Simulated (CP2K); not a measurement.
# WAu (F-43m) in CP2K: settings compared, part 2 of 2

CP2K 2026.2.

## Step 3: Single point, WC

Contents of wau_scf.inp:

```
&GLOBAL
  PROJECT wau_scf
  RUN_TYPE ENERGY_FORCE
  PRINT_LEVEL LOW
&END GLOBAL
&FORCE_EVAL
  METHOD QS
  STRESS_TENSOR ANALYTICAL
  &DFT
    BASIS_SET_FILE_NAME BASIS_MOLOPT_UZH
    POTENTIAL_FILE_NAME POTENTIAL_UZH
    &MGRID
      CUTOFF 700
      REL_CUTOFF 60
      NGRIDS 5
    &END MGRID
    &QS
      METHOD GPW
      EPS_DEFAULT 1.0E-9
    &END QS
    &KPOINTS
      SCHEME MONKHORST-PACK 8 8 8
      GAMMA_CENTERED T
      SYMMETRY T
      SYMMETRY_BACKEND SPGLIB
    &END KPOINTS
    &SCF
      SCF_GUESS ATOMIC
      EPS_SCF 1.0E-6
      MAX_SCF 100
      ADDED_MOS 16
      CHOLESKY OFF
      EPS_EIGVAL 1.0E-7
      &DIAGONALIZATION ON
        ALGORITHM STANDARD
      &END DIAGONALIZATION
      &MIXING ON
        METHOD BROYDEN_MIXING
        ALPHA 0.4
        BETA 1.5
        NBUFFER 8
      &END MIXING
      &SMEAR ON
        METHOD FERMI_DIRAC
        ELECTRONIC_TEMPERATURE [K] 580.226
      &END SMEAR
    &END SCF
    &XC
      &XC_FUNCTIONAL
        &GGA_X_WC
        &END GGA_X_WC
        &GGA_C_PBE
        &END GGA_C_PBE
      &END XC_FUNCTIONAL
    &END XC
    &PRINT
      &KPOINTS ON
      &END KPOINTS
      &MULLIKEN ON
      &END MULLIKEN
      &MO ON
        ENERGIES T
        OCCUPATION_NUMBERS T
        &EACH
          QS_SCF 0
        &END EACH
        ADD_LAST NUMERIC
      &END MO
      &E_DENSITY_CUBE ON
        STRIDE 2
      &END E_DENSITY_CUBE
      &V_HARTREE_CUBE ON
        STRIDE 2
      &END V_HARTREE_CUBE
      &ELF_CUBE ON
        STRIDE 2
      &END ELF_CUBE
    &END PRINT
  &END DFT
  &SUBSYS
    &CELL
      A 4.1142442378 0.0000000000 0.0000000000
      B 2.0571221189 3.5630400273 0.0000000000
      C 2.0571221189 1.1876800091 3.3592663533
      PERIODIC XYZ
    &END CELL
    &COORD
      SCALED
      W   0.0000000000 0.0000000000 0.0000000000
      Au  0.7500000000 0.7500000000 0.7500000000
    &END COORD
    &KIND W
      BASIS_SET TZVP-MOLOPT-PBE-GTH-q14
      POTENTIAL GTH-PBE-q14
    &END KIND
    &KIND Au
      BASIS_SET TZVP-MOLOPT-PBE-GTH-q11
      POTENTIAL GTH-PBE-q11
    &END KIND
    &PRINT
      &ATOMIC_COORDINATES ON
      &END ATOMIC_COORDINATES
      &CELL ON
      &END CELL
    &END PRINT
  &END SUBSYS
  &PRINT
    &FORCES ON
    &END FORCES
    &STRESS_TENSOR ON
    &END STRESS_TENSOR
  &END PRINT
&END FORCE_EVAL
```

Potentials or basis: POTENTIAL_UZH W GTH-PBE-q14, Au GTH-PBE-q11; TZVP-MOLOPT-PBE-GTH basis.

On the command line:

```sh
$ OMP_NUM_THREADS=1 cp2k.psmp -i wau_scf.inp -o wau_scf.out
```

wau_scf.out:

```text

 CP2K| version string:                                       CP2K version 2026.2
 CP2K| Input file name                                               wau_scf.inp

 GLOBAL| Force Environment number                                              1
 GLOBAL| Basis set file name                                    BASIS_MOLOPT_UZH
 GLOBAL| Potential file name                                       POTENTIAL_UZH
 GLOBAL| MM Potential file name                                     MM_POTENTIAL
 GLOBAL| Coordinate file name                                      __STD_INPUT__
 GLOBAL| Method name                                                        CP2K
 GLOBAL| Project name                                                    wau_scf
 GLOBAL| Run type                                                   ENERGY_FORCE
 GLOBAL| FFT library                                                       FFTW3
[... 8 lines left out ...]
 GLOBAL| CPU model name                                                  UNKNOWN

 CELL| Volume [angstrom^3]:                                            49.244214
 CELL| Vector a [angstrom]:       4.114     0.000     0.000   |a| =     4.114244
 CELL| Vector b [angstrom]:       2.057     3.563     0.000   |b| =     4.114244
 CELL| Vector c [angstrom]:       2.057     1.188     3.359   |c| =     4.114244
 CELL| Angle (b,c), alpha [degree]:                                    60.000000
 CELL| Angle (a,c), beta  [degree]:                                    60.000000
 CELL| Angle (a,b), gamma [degree]:                                    60.000000
 CELL| Numerically orthorhombic:                                              NO
 CELL| Periodicity                                                           XYZ

 CELL_REF| Volume [angstrom^3]:                                        49.244214
 CELL_REF| Vector a [angstrom     4.114     0.000     0.000   |a| =     4.114244
 CELL_REF| Vector b [angstrom     2.057     3.563     0.000   |b| =     4.114244
 CELL_REF| Vector c [angstrom     2.057     1.188     3.359   |c| =     4.114244
 CELL_REF| Angle (b,c), alpha [degree]:                                60.000000
 CELL_REF| Angle (a,c), beta  [degree]:                                60.000000
[... 13 lines left out ...]

  Total number of            - Atomic kinds:                                   2
                             - Atoms:                                          2
                             - Shell sets:                                     2
                             - Shells:                                        21
                             - Primitive Cartesian functions:                 12
                             - Cartesian basis functions:                     81
                             - Spherical basis functions:                     69

[... 114 lines left out ...]
  Overlap energy of the core charge distribution:               0.00000035228105
  Self energy of the core charge distribution:               -160.11702012804682
  Core Hamiltonian energy:                                     39.96171090430653
  Hartree energy:                                              31.77228895494844
  Exchange-correlation energy:                                -12.69668954935786
  Electronic entropic energy:                                  -0.00070690986489
  Fermi energy:                                                 0.27075533738288

  Total energy:                                              -101.08041637558497
  Total energy (extrapolated to T->0):                       -101.08006292065254

 MO| EIGENVALUES AND OCCUPATION NUMBERS FOR K POINT 1
 MO|
 MO|  Index      Eigenvalue [a.u.]        Eigenvalue [eV]             Occupation
 MO|      1              -2.449617             -66.657467               2.000000
 MO|      2              -1.147278             -31.219012               2.000000
 MO|      3              -1.146831             -31.206860               2.000000
 MO|      4              -1.146831             -31.206859               2.000000
 MO|      5               0.036909               1.004347               2.000000
 MO|      6               0.054108               1.472358               2.000000
[... 476 lines left out ...]
 MO|     28               1.113192              30.291504               0.000000
 MO|     29               1.146343              31.193580               0.000000
 MO| Sum:                                                              25.897121
 MO| E(Fermi):            0.270755 a.u.          7.367627 eV

 [... the levels of further k-points ...]

 The electron density is written in Cube    file format to the file:

 wau_scf-ELECTRON_DENSITY-1_0.cube

 !-----------------------------------------------------------------------------!
                     Mulliken Population Analysis

 #  Atom  Element  Kind  Atomic population                           Net charge
       1     W        1         14.006871                             -0.006871
       2     Au       2         10.993129                              0.006871
 # Total charge                             25.000000                  0.000000

 !-----------------------------------------------------------------------------!

               ----- ELF is computed on the real space grid -----

 ELF is written in Cube    file format to the file:

 wau_scf-ELF_S1-1_0.cube

 ENERGY| Total FORCE_EVAL ( QS ) energy [hartree]           -101.080416501861151

 FORCES| Atomic forces [hartree/bohr]
 FORCES|   Atom     x               y               z               |f|
 FORCES|      1 -4.81540907E-09 -7.26080804E-09  8.27796961E-09   1.20179981E-08
 FORCES|      2  4.85026503E-09  7.28324791E-09 -8.26362163E-09   1.20357058E-08
 FORCES| Sum     3.48559579E-11  2.24398710E-11  1.43479749E-11
 FORCES| Total atomic force                                       4.38674138E-11

 STRESS| Analytical stress tensor [bar]
 STRESS|                        x                   y                   z
 STRESS|      x       -1.85603135198E+04  -7.77190484380E-03  -5.63665501643E-02
 STRESS|      y       -7.77190484380E-03  -1.85604299590E+04   6.28912206345E-02
 STRESS|      z       -5.63665501643E-02   6.28912206345E-02  -1.85609280845E+04
 STRESS| 1/3 Trace                                            -1.85605571878E+04
 STRESS| Determinant                                          -6.39400584062E+12

 STRESS| Eigenvectors and eigenvalues of the analytical stress tensor [bar]
 STRESS|                        1                   2                   3
 STRESS| Eigenvalues  -1.85609407244E+04  -1.85604239895E+04  -1.85603068494E+04
 STRESS|      x           0.087376828188      0.125021988081      0.988298938779
 STRESS|      y          -0.120431176192      0.986142550284     -0.114101719179
 STRESS|      z           0.988868859706      0.109052157314     -0.101222553260
```

Run time: 78 s. Hardware: 1 thread of Arm Neoverse V2, shared host; peak memory 0.49 GiB.

What came out:

* Free energy: -2750.5380 eV
* Pressure: -1.9 GPa
* Band gap on the k mesh: none (metal or under the smearing width)
* Mulliken charges: W -0.01; Au +0.01 e

Caveat: Mulliken charges move with the basis; the potentials were made for another functional, which shifts forces and pressure; the basis of atomic orbitals isn't converged, which shifts pressures, moduli and gaps. Spin-orbit coupling is left out, which matters for the levels of Au, W.
